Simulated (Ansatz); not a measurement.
# TiRe: how well frozen cores do

The same cell of TiRe is computed with LAPW, all electrons, PAW with frozen cores and all-electron PAW on datasets made for the crystal, to set the results side by side.

Program: Ansatz 0.2.0. Level of theory: DFT PBEsol, scalar-relativistic. These are calculated values, not measurements.

## 1. The structure to begin with

Symmetry: Pm-3m, No. 221, cubic system. The conventional cell has a = 3.118 Å, b = 3.118 Å, c = 3.118 Å, α = 90.00°, β = 90.00°, γ = 90.00°. Around Ti (site symmetry m-3m) lie 8 Re at 2.70 Å. Re (site symmetry m-3m) is surrounded by 8 Ti at 2.70 Å.

Coordinates:

```cif
data_structure
_symmetry_space_group_name_H-M 'P 1'
_symmetry_Int_Tables_number 1
_cell_length_a 3.1180
_cell_length_b 3.1180
_cell_length_c 3.1180
_cell_angle_alpha 90.000
_cell_angle_beta 90.000
_cell_angle_gamma 90.000
_cell_volume 30.31
loop_
_atom_site_label
_atom_site_type_symbol
_atom_site_fract_x
_atom_site_fract_y
_atom_site_fract_z
_atom_site_occupancy
Ti1 Ti 0.50000 0.50000 0.50000 1
Re1 Re 0.00000 0.00000 0.00000 1
```

The cell comes from a crystallographic database entry that wasn't checked; take it as a given geometry, which may be far from equilibrium.

Atoms are numbered in the order of the input: Ti1, Re2.

## 2. LAPW, all electrons

The input, input.yaml:

```yaml
crystal:
  lattice:
    - [3.118, 0.0, 0.0]
    - [0.0, 3.118, 0.0]
    - [0.0, 0.0, 3.118]
  atoms:
    - { symbol: Ti, position: [0.5, 0.5, 0.5] }
    - { symbol: Re, position: [0.0, 0.0, 0.0] }
kpoints:
  mp_grid: { grid: [13, 13, 13] }
  band_path:
    path:
      - [0.0, 0.0, 0.0]
      - [0.0, 0.5, 0.0]
      - [0.5, 0.5, 0.0]
      - [0.0, 0.0, 0.0]
      - [0.5, 0.5, 0.5]
      - [0.0, 0.5, 0.0]
      - [0.5, 0.5, 0.5]
      - [0.5, 0.5, 0.0]
    npoints: 14
scf:
  occupations: { method: fermi_dirac, width: 0.05 }
hamiltonian:
  xc: pbesol
  pseudopotentials: { kind: all_electron, lapw: { basis_error: 0.001 } }
output:
  forces: true
  stress: true
  eigenvalues: true
  populations: true
  dos: { projected: true, de: 0.2, e_range: [-14, 8] }
```

Started as:

```bash
$ ansatz run input.yaml --threads 1 --pin off --max-ram 3072MiB --backend cpu --events-out ev --progress --plain --runs-dir out
```

## 3. PAW with frozen cores

input.yaml, as its differences from that of step 2:

```diff
@@ -25,3 +25,3 @@
   xc: pbesol
-  pseudopotentials: { kind: all_electron, lapw: { basis_error: 0.001 } }
+  pseudopotentials: { kind: paw }
 output:
@@ -30,3 +30,9 @@
   eigenvalues: true
+  efg: { contact_densities: true }
   populations: true
+  bader: true
   dos: { projected: true, de: 0.2, e_range: [-14, 8] }
+  write_density: true
+  write_potential: true
+  elf: true
+  volumetric_format: npy
```

## 4. All-electron PAW on datasets made for the crystal

input.yaml, as its differences from that of step 3:

```diff
@@ -20,3 +20,3 @@
       - [0.5, 0.5, 0.0]
-    npoints: 14
+    npoints: 8
 scf:
@@ -25,3 +25,3 @@
   xc: pbesol
-  pseudopotentials: { kind: paw }
+  pseudopotentials: { kind: all_electron, datasets: crystal }
 output:
@@ -31,8 +31 @@
   efg: { contact_densities: true }
-  populations: true
-  bader: true
-  dos: { projected: true, de: 0.2, e_range: [-14, 8] }
-  write_density: true
-  write_potential: true
-  elf: true
-  volumetric_format: npy
```

(Steps that only read results are left out.)

What does the calculation give? Wanted: pressure; gap; Bader charges; highest ELF.

**Answer**, as computed:

| quantity | value |
| --- | --- |
| pressure | LAPW -7.75, PAW -7.77, crystal datasets -7.75 GPa |
| gap (LAPW) | none |
| Bader charges (PAW) | Ti1 +1.20, Re2 -1.20 e |
| highest ELF (PAW) | 0.49, 1.67 Å from Re |

What this shows: At this geometry the cell is under tension of 7.8 GPa, so it would shrink if let go. With 51 electrons in the bands of a cell, and no spin, a band must be partly filled: it is a metal at this level. Within 0.3 eV of the Fermi level the largest projected share is Re 5d (47 %). The projection holds only the free atom's occupied shells (Ti 4s, Ti 3d, Re 6s, Re 5d in this range). PAW lies -0.01 GPa from LAPW in pressure. LAPW took about 1.9 times as long as PAW (30 s against 15 s, on a shared host and with the outputs that each input asks for). Spin-orbit coupling is left out, though the cell holds Re; in elements this heavy it can shift bands and gaps by tenths of an eV.
